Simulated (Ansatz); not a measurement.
# CH5FOSSi: up Jacob's ladder to CCSD(T)

The task here is to estimate one member of a computed series from the others.

Program: Ansatz 0.2.0, Gaussian basis. Level of theory: functionals in def2-TZVPP, the program's frozen cores in correlated methods. These are calculated values, not measurements.

Plan: PBE-D4, r2SCAN-D4, PBE0-D4, B3LYP-D4, ωB97X-V, ωB97M-V, B2PLYP; CCSD(T)/def2-TZVPP; MP2/def2-QZVPP; extrapolation to the limit.

## Structure used throughout

The geometry comes from an earlier relaxation with PBE0-D4 in a triple-zeta def2 set; it is a stationary point, not always the lowest conformer.

SMILES `OC(S)[SiH2]F`, 10 atoms, charge 0, spin multiplicity 1.

Atoms are counted from 1 here; the program's logs count them from 0.

Bond lengths: O1–C2 1.403 Å, O1–H6 0.964 Å, C2–S3 1.817 Å, C2–Si4 1.885 Å, C2–H7 1.101 Å, S3–H8 1.344 Å, Si4–F5 1.601 Å, Si4–H9 1.481 Å, Si4–H10 1.481 Å. Angles: C2–O1–H6 108.5°, O1–C2–S3 114.5°, O1–C2–Si4 109.6°, O1–C2–H7 112.0°, S3–C2–Si4 109.6°, S3–C2–H7 102.5°, Si4–C2–H7 108.3°, C2–S3–H8 97.0°, C2–Si4–F5 108.5°, C2–Si4–H9 111.3°, C2–Si4–H10 108.9°, F5–Si4–H9 107.5°, F5–Si4–H10 108.6°, H9–Si4–H10 111.9°.

Geometry (Å):

```
O    -0.46239    1.47190    0.70195
C     0.24689    0.26483    0.61474
S    -0.49952   -1.11647    1.52844
Si    0.45664   -0.21521   -1.19607
F    -0.93641   -0.79446   -1.73185
H    -0.69802    1.62266    1.62402
H     1.24642    0.33922    1.07069
H    -1.55208   -1.30378    0.71338
H     0.80108    0.96036   -2.02867
H     1.48039   -1.28026   -1.29372
```

The first run:

Input file in.yaml:

```yaml
crystal:
  periodic: [false, false, false]
  atoms:
    - {symbol: O, position_ang: [-0.462393, 1.471902, 0.701948]}
    - {symbol: C, position_ang: [0.246890, 0.264826, 0.614744]}
    - {symbol: S, position_ang: [-0.499520, -1.116465, 1.528437]}
    - {symbol: Si, position_ang: [0.456640, -0.215209, -1.196068]}
    - {symbol: F, position_ang: [-0.936413, -0.794457, -1.731854]}
    - {symbol: H, position_ang: [-0.698016, 1.622659, 1.624018]}
    - {symbol: H, position_ang: [1.246415, 0.339225, 1.070685]}
    - {symbol: H, position_ang: [-1.552076, -1.303778, 0.713380]}
    - {symbol: H, position_ang: [0.801083, 0.960360, -2.028668]}
    - {symbol: H, position_ang: [1.480389, -1.280262, -1.293724]}
basis:
  gaussian: {orbitals: def2-TZVPP}
hamiltonian: {xc: pbe, dispersion: d4}
output: {forces: true, orbitals: {seedname: orbitals}}
```

Launch:

```console
> ansatz run in.yaml --threads 4 --pin off --events-out ev --progress --plain --max-ram 10444MiB
```

Among the steps run: PBE-D4 (GGA); r2SCAN-D4 (meta-GGA); PBE0-D4 (hybrid); B3LYP-D4 (hybrid); ωB97X-V (range-separated); ωB97M-V (range-separated); B2PLYP (double hybrid); CCSD(T) in def2-TZVPP; MP2 in def2-QZVPP.

One of the session's tables, all rows but one given; the rest of the session is left out.

It belongs to the step «Atomisation energies». 

| method | atomisation energy (kJ/mol) |
| --- | --- |
| PBE-D4 | 3565.7 |
| r2SCAN-D4 | 3515.1 |
| PBE0-D4 | 3488.6 |
| B3LYP-D4 | 3491.2 |
| ωB97X-V | ? |
| ωB97M-V | 3524.8 |
| B2PLYP | 3456.8 |
| HF/def2-TZVPP | 2479.3 |
| MP2/def2-TZVPP | 3484.0 |
| CCSD/def2-TZVPP | 3353.2 |
| CCSD(T)/def2-TZVPP | 3410.8 |
| MP2/CBS | 3594.1 |
| CCSD(T)/CBS | 3520.9 |

Q: Estimate the row for ωB97X-V from the others.

The run gave: atomisation energy (kJ/mol): 3525.8. In the column «atomisation energy (kJ/mol)» it lies between ωB97M-V (3524.8) and PBE-D4 (3565.7).
